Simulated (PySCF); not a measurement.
# F4Ge: the cost of one run

Programs: PySCF 2.14.0, with routines of our own; each step states its level. All values are computed. Atoms count from 0.

## Step 1: The starting structure

5 atoms, charge 0, multiplicity 1; geometry from: GFN2-xTB.

## Step 2: Geometry optimisation at PBE0-D3(BJ)/def2-SVP

Job settings and geometry (Å):

```
{"job": {"xc": "PBE0", "basis": "def2-SVP", "d3": "d3bj", "grid": 1, "maxiter": 30, "shake": 0.01, "kind": "geom"}, "charge": 0, "multiplicity": 1}
F      1.333790     0.823450     0.599390
Ge    -0.003940    -0.003910    -0.005750
F      0.496000    -1.052820    -1.207800
F     -1.078210     1.074830    -0.648280
F     -0.714070    -0.875520     1.224550
```

The run is started by

```console
$ OMP_NUM_THREADS=1 python heavy_run.py task.json out
```

The driver reads the jobs from task.json and runs them one after another.

**Question.** How long does this first job take on 1 thread of Intel Xeon Platinum 8259CL at 2.50GHz, shared host, and how much memory does it need?

About 28 s, with a peak of 0.37 GiB.
